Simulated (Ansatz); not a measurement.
# Ta2O5: the cost of one run

Computed with Ansatz 0.2.0 (DFT r2SCAN, scalar-relativistic, plane waves, PAW, unless a step's input says otherwise).

1 further run of the same task is left out (set aside as unsound or not needed).

### 1 The starting structure

The structure is orthorhombic, space group Pmmm (No. 47). The conventional cell has a = 3.666 Å, b = 3.857 Å, c = 6.456 Å, α = 90.00°, β = 90.00°, γ = 90.00°. Ta (site symmetry mmm) is surrounded by 6 O at 1.93 to 2.17 Å. Ta (site symmetry mmm) has 6 O at 1.83 to 2.07 Å in its first shell of neighbours. Around O (site symmetry mmm) lie 2 Ta at 1.93 Å. O (site symmetry mm2) has 3 Ta at 2.07 to 2.17 Å in its first shell of neighbours. O (site symmetry mmm) has 2 Ta at 1.83 Å in its first shell of neighbours.

Structure file:

```cif
data_structure
_symmetry_space_group_name_H-M 'Pmmm'
_symmetry_Int_Tables_number 47
_cell_length_a 3.6657
_cell_length_b 3.8573
_cell_length_c 6.4562
_cell_angle_alpha 90.000
_cell_angle_beta 90.000
_cell_angle_gamma 90.000
_cell_volume 91.29
loop_
_atom_site_label
_atom_site_type_symbol
_atom_site_symmetry_multiplicity
_atom_site_Wyckoff_symbol
_atom_site_fract_x
_atom_site_fract_y
_atom_site_fract_z
_atom_site_occupancy
Ta1 Ta 1 d 0.50000 0.00000 0.50000 1
Ta2 Ta 1 a 0.00000 0.00000 0.00000 1
O1 O 1 h 0.50000 0.50000 0.50000 1
O2 O 2 q 0.00000 0.00000 0.67967 1
O3 O 1 e 0.00000 0.50000 0.00000 1
O4 O 1 b 0.50000 0.00000 0.00000 1
```

It goes back to an entry of the Materials Project, which need not be the stable form.

This cell was relaxed beforehand with the same method: volume 13.04 Å³/atom, gap on the mesh 0.64 eV.

### 2 The undisturbed cell

Contents of input.yaml:

```yaml
crystal:
  lattice:
    - [3.6656528721, 0.0, 0.0]
    - [0.0, 3.8573466781, 0.0]
    - [0.0, 0.0, 6.4561877307]
  atoms:
    - { symbol: Ta, position: [0.5, 0.0, 0.5] }
    - { symbol: Ta, position: [0.0, 0.0, 0.0] }
    - { symbol: O, position: [0.5, 0.5, 0.5] }
    - { symbol: O, position: [0.0, 0.0, 0.6796671575] }
    - { symbol: O, position: [0.0, 0.5, 0.0] }
    - { symbol: O, position: [0.5, 0.0, 0.0] }
    - { symbol: O, position: [0.0, 0.0, 0.3203328425] }
basis:
  ecutwfc: 500
kpoints:
  mp_grid: { grid: [8, 8, 4] }
hamiltonian:
  xc: r2scan
scf:
  occupations: { method: gaussian, width: 0.05 }
output:
  forces: true
  stress: true
  eigenvalues: true
```

Command:

```sh
$ ansatz run input.yaml --threads 2 --pin off --max-ram 5120MiB --backend cpu --events-out ev --progress --plain --runs-dir out
```

**Question.** How long does this run take on 2 threads of Intel Xeon at 2.70GHz, shared host, and how much memory does it need?

About 18 s, with a peak of 0.68 GiB.
